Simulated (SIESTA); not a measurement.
Sn3Se:

```xyz
4
Lattice="0.0000 3.7331 3.7331 3.7331 0.0000 3.7331 3.7331 3.7331 0.0000" Properties=species:S:1:pos:R:3 pbc="T T T"
Sn    3.7331    3.7331    3.7331
Sn    5.5997    5.5997    5.5997
Sn    1.8666    1.8666    1.8666
Se    0.0000    0.0000    0.0000
```

The cell comes from a database or a generator and needn't be the stable form of this composition.

Base run:

```yaml
Program: SIESTA 5.4.2
Functional: PBE
Potentials_or_basis: PseudoDojo 0.4 standard (PBE files)
Basis: DZP (energy shift 0.003 Ry; two zetas on semicore shells)
Grid_cutoff: 500 Ry
Energy_shift: 0.003 Ry
k_mesh: 6 × 6 × 6
Occupations: fermi-dirac, width 0.05 eV
Spin: no spin polarisation
```

Its results: band gap on the k mesh none (metal or under the smearing width); pressure 0.8 GPa.

Task: The run is repeated on the same cell with these changes: functional from PBE to PBEsol; potentials or basis from PseudoDojo 0.4 standard (PBE files) to PseudoDojo 0.4 standard (PBEsol files). What comes out?

Result: Band gap on the k mesh none (metal or under the smearing width); pressure -2.2 GPa.

Caveats: the basis of atomic orbitals isn't converged, which shifts pressures, moduli and gaps.

Not every run made on this cell is shown here.
